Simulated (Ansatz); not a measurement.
Here is an Ansatz input file for C₂H₈N₂Si, SMILES CNC(=N)[SiH3]. Write the same calculation for the Python package.

```yaml
crystal:
  periodic: [false, false, false]
  atoms:
    - { symbol: C, position_ang: [-1.6664, 1.2478, 0.1612] }
    - { symbol: "N", position_ang: [-0.9252, 0.0834, 0.2306] }
    - { symbol: C, position_ang: [0.3137, 0.0153, -0.3085] }
    - { symbol: "N", position_ang: [0.9144, 0.9508, -1.0583] }
    - { symbol: Si, position_ang: [1.4196, -1.5523, 0.1146] }
    - { symbol: H, position_ang: [-1.2632, 2.1081, 0.7432] }
    - { symbol: H, position_ang: [-1.7898, 1.6312, -0.8832] }
    - { symbol: H, position_ang: [-2.6801, 1.1175, 0.5331] }
    - { symbol: H, position_ang: [-1.1549, -0.5127, 1.0443] }
    - { symbol: H, position_ang: [1.7979, 0.722, -1.3333] }
    - { symbol: H, position_ang: [1.0362, -2.696, -0.7129] }
    - { symbol: H, position_ang: [1.2046, -1.9315, 1.5667] }
    - { symbol: H, position_ang: [2.8135, -1.2184, -0.0827] }
basis:
  gaussian: { orbitals: "6-31G*" }
hamiltonian:
  xc: { name: SVWN5 }
```

The program run on that file:
```console
$ ansatz run input.yaml --threads 1 --pin off --max-ram 4096MiB --backend cpu --events-out ev --progress --plain --runs-dir out
Engine: ansatz 0.2.0, aarch64-unknown-linux-gnu
Functional definition: SVWN5
  exchange = slater_x
  correlation = vwn5_c
1252 factors; their error is unknown
mean field evaluation 1: about -12972.5827 eV, gradient 7.1e1 eV
mean field evaluation 2: about -12893.3622 eV, gradient 1.6e2 eV
mean field evaluation 4: about -12983.0173 eV, gradient 2.0e1 eV
mean field evaluation 8: about -12983.9242 eV, gradient 2.7e-1 eV
mean field evaluation 16: about -12983.8341 eV, gradient 7.0e-4 eV
mean field -12983.83413914 eV, -477.1471038546 hartree, gradient 6.9e-5 eV, S^2 0.000000; 0 other end points of the search recorded, 0 dependent functions left out
reference -12983.83417063 eV, -477.1471050116 hartree; 24, 24 occupied and 71, 71 virtual orbitals, 1252 factors
Total energy: -12983.83417063 eV, -477.1471050116 hartree
```

`run_energy.py`:
```python
"""Single point of C2H8N2Si."""

import warnings

import ansatz as az

warnings.simplefilter("ignore", az.DeckWarning)

geometry_ang = [
    ("C", (-1.6664, 1.2478, 0.1612)),
    ("N", (-0.9252, 0.0834, 0.2306)),
    ("C", (0.3137, 0.0153, -0.3085)),
    ("N", (0.9144, 0.9508, -1.0583)),
    ("Si", (1.4196, -1.5523, 0.1146)),
    ("H", (-1.2632, 2.1081, 0.7432)),
    ("H", (-1.7898, 1.6312, -0.8832)),
    ("H", (-2.6801, 1.1175, 0.5331)),
    ("H", (-1.1549, -0.5127, 1.0443)),
    ("H", (1.7979, 0.722, -1.3333)),
    ("H", (1.0362, -2.696, -0.7129)),
    ("H", (1.2046, -1.9315, 1.5667)),
    ("H", (2.8135, -1.2184, -0.0827)),
]
geometry = az.Crystal.molecule()
for symbol, xyz in geometry_ang:
    geometry = geometry.atom(symbol, xyz)

calc = (
    geometry.calculation()
    .basis(gaussian="6-31G*")  # the orbital basis, by name
    .functional(az.LibraryFunctional("SVWN5"))
)
report = calc.session().plan(threads=1).execute().report

for key in ("converged", "free_energy_ev", "reference_energy_ev", "n_frozen", "n_occupied", "n_virtual"):
    print(f"{key:22s} {report[key]}")
```

```console
$ python run_energy.py
converged              True
free_energy_ev         -12983.834170625149
reference_energy_ev    -12983.834170625149
n_frozen               0
n_occupied             [24, 24]
n_virtual              [71, 71]
```

Caveats:
- Total energies depend on the basis set; only differences at equal settings carry meaning.
- The geometry is a force-field or estimated start, not a minimum of this method, and the basis set is short of its limit.
- Hardware and time: 2.2 s on 1 thread of Arm Neoverse V1, on a shared host, peak memory 0.19 GiB.

(Lines on the test bed's own set-up are left out of the output.)
